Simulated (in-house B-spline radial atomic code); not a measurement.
**Os⁸⁺: ionisation energy by several methods**

Aim: the ionisation energy of Os⁸⁺ by several methods, each as the difference of two self-consistent energies (Os⁸⁺ and the next ion, [Kr] 4d10 4f14 5s2 5p5).

The numbers are computed with in-house B-spline radial atomic code version 1 (non-relativistic, several functionals, spin-polarised, exact exchange averaged over the configuration; spherical all-electron atom at the radial basis limit), except any that are marked as measured or tabulated.

## 1. The atom as given

* element: osmium (Z = 76)
* charge: +8
* electrons: 68
* configuration: [Xe] 4f14
* nucleus: point

The outer shells:

[Xe] 4f14
```
[Xe] core
4f [↑↓][↑↓][↑↓][↑↓][↑↓][↑↓][↑↓]
```

Where spins are not typed, each open shell is filled with up spins first.

## 2. TPSSh, a global hybrid

Settings of the run:

```ini
Z = 76
electrons = 68.0
configuration = [Xe] 4f14
hamiltonian = nr
method = tpssh
spin_polarised = True
exact_exchange = averaged over the configuration
```

Command:

```console
$ python run_scf.py task.json out
```

task.json lists these runs, among others, and the program works through them in turn.

## 3. PBE0, a global hybrid

Settings: those of step 2 with these lines changed.

```diff
@@ -4,3 +4,3 @@
 hamiltonian = nr
-method = tpssh
+method = pbe0
 spin_polarised = True
```

## 4. CAM-B3LYP, a range-separated hybrid

Settings: those of step 3 with these lines changed.

```diff
@@ -4,3 +4,3 @@
 hamiltonian = nr
-method = pbe0
+method = camb3lyp
 spin_polarised = True
```

## 5. LC-ωPBE, a range-separated hybrid

Settings: those of step 4 with these lines changed.

```diff
@@ -4,3 +4,3 @@
 hamiltonian = nr
-method = camb3lyp
+method = lc_wpbe
 spin_polarised = True
```

## 6. M06-2X, a global hybrid

Settings: those of step 5 with these lines changed.

```diff
@@ -4,3 +4,3 @@
 hamiltonian = nr
-method = lc_wpbe
+method = m062x
 spin_polarised = True
```

Before running: The tabulated ionisation energy is 168.7 ± 0.5 eV (semi-empirical; NIST Atomic Spectra Database). What does each method give, and which comes nearest?

**Answer**, as computed:

| method | rung | total energy (hartree) | ΔSCF (eV) | −ε highest (eV) | ΔSCF less tabulated (eV) |
| --- | --- | --- | --- | --- | --- |
| TPSSh | global hybrid | -16279.0362 | 167.44 | 159.10 (5p up) | -1.26 |
| PBE0 | global hybrid | -16279.3528 | 167.34 | 160.47 (5p up) | -1.36 |
| M06-2X | global hybrid | -16281.0432 | 168.05 | 164.13 (5p up) | -0.65 |
| CAM-B3LYP | range-separated hybrid | -16280.3019 | 167.32 | 161.92 (5p up) | -1.38 |
| LC-ωPBE | range-separated hybrid | -16278.7699 | 167.14 | 163.11 (5p up) | -1.56 |

**Reading.** The tabulated ionisation energy is 168.7 ± 0.5 eV (semi-empirical; NIST Atomic Spectra Database). M06-2X comes nearest (-0.65 eV) and LC-ωPBE is farthest (-1.56 eV, 0.92 %). These runs lack relativity altogether, which can outweigh the gaps between the methods, so the nearest may be so by luck. These runs leave out relativity, which matters at this nuclear charge. Open shells are averaged (over orientations, and over spins where the run is restricted), while tables refer to the lowest levels.
